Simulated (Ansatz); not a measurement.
**C₄H₅FSi: basis-set convergence**

How large a basis does C₄H₅FSi need? Two functionals are run in growing sets.

Computed with Ansatz 0.2.0, Gaussian basis. Level: one geometry, several basis sets.

The runs, in order: PBE0-D4/def2-SVP; ωB97M-V/def2-SVP; PBE0-D4/def2-QZVPP; ωB97M-V/def2-QZVPP; the functionals' def2-TZVPP values are taken from earlier runs.

### 1 The geometry

An earlier PBE0-D4/def2-TZVP relaxation fixed the geometry.

11 atoms, charge 0, spin multiplicity 1.

Atoms are counted from 1 here; the program's logs count them from 0.

Bond lengths: C1–C2 1.484 Å, C1–H7 1.092 Å, C1–H8 1.095 Å, C1–H9 1.092 Å, C2–C3 1.314 Å, C2–Si5 1.922 Å, C3–C4 1.346 Å, C3–Si5 1.889 Å, C4–Si5 1.850 Å, C4–H10 1.082 Å, Si5–F6 1.587 Å, Si5–H11 1.469 Å. Angles: C2–C1–H7 111.7°, C2–C1–H8 110.1°, C2–C1–H9 111.4°, H7–C1–H8 107.9°, H7–C1–H9 108.6°, H8–C1–H9 107.0°, C1–C2–C3 134.6°, C1–C2–Si5 134.4°, C3–C2–Si5 68.5°, C2–C3–C4 138.5°, C2–C3–Si5 71.2°, C4–C3–Si5 67.4°, C3–C4–Si5 70.5°, C3–C4–H10 124.7°, Si5–C4–H10 132.7°, C2–Si5–C3 40.3°, C2–Si5–C4 82.5°, C2–Si5–F6 109.3° and more.

Coordinates:

```mol
C4H5FSi
  3D, bonds by distance, orders not assigned

 11 12  0  0  0  0  0  0  0  0999 V2000
    0.8308   -0.9261    1.3889 C   0  0
    0.5364   -0.3670    0.0463 C   0  0
    0.6656    0.8175   -0.5084 C   0  0
   -0.0779    1.6832   -1.2222 C   0  0
   -1.0689    0.1621   -0.8682 Si  0  0
   -2.2706    0.2153    0.1676 F   0  0
    1.5605   -0.3184    1.9288 H   0  0
   -0.0848   -0.9657    1.9882 H   0  0
    1.2112   -1.9471    1.3200 H   0  0
    0.2394    2.1552   -2.1432 H   0  0
   -1.4763   -0.5657   -2.0770 H   0  0
  1  2  8  0
  1  7  8  0
  1  8  8  0
  1  9  8  0
  2  3  8  0
  2  5  8  0
  3  4  8  0
  3  5  8  0
  4  5  8  0
  4 10  8  0
  5  6  8  0
  5 11  8  0
M  END
```

### 2 PBE0-D4 in def2-SVP

File in.yaml:

```yaml
crystal:
  periodic: [false, false, false]
  atoms:
    - {symbol: C, position_ang: [0.830785, -0.926144, 1.388883]}
    - {symbol: C, position_ang: [0.536391, -0.367042, 0.046275]}
    - {symbol: C, position_ang: [0.665602, 0.817476, -0.508376]}
    - {symbol: C, position_ang: [-0.077903, 1.683233, -1.222210]}
    - {symbol: Si, position_ang: [-1.068895, 0.162058, -0.868207]}
    - {symbol: F, position_ang: [-2.270619, 0.215275, 0.167595]}
    - {symbol: H, position_ang: [1.560462, -0.318374, 1.928756]}
    - {symbol: H, position_ang: [-0.084826, -0.965652, 1.988191]}
    - {symbol: H, position_ang: [1.211198, -1.947117, 1.320018]}
    - {symbol: H, position_ang: [0.239432, 2.155223, -2.143193]}
    - {symbol: H, position_ang: [-1.476326, -0.565737, -2.077030]}
basis:
  gaussian: {orbitals: def2-SVP}
hamiltonian: {xc: pbe0, dispersion: d4}
output: {orbitals: {seedname: orbitals}}
```

On the command line:

```
$ ansatz run in.yaml --threads 4 --pin off --events-out ev --progress --plain --max-ram 10444MiB
```

The runs that follow: ωB97M-V in def2-SVP; PBE0-D4 in def2-QZVPP; ωB97M-V in def2-QZVPP.

Q: Predict the results of all the runs planned. Wanted: PBE0-D4: double and triple zeta above quadruple; ωB97M-V: double and triple zeta above quadruple.

The runs gave:

| quantity | value |
| --- | --- |
| PBE0-D4: double and triple zeta above quadruple | 11.70, 0.67 eV |
| ωB97M-V: double and triple zeta above quadruple | 11.93, 0.62 eV |

For PBE0-D4 the step from double to triple zeta gains 11.04 eV and the next only 0.67 eV. Total energies overstate the basis error of differences, where much of it tends to cancel.
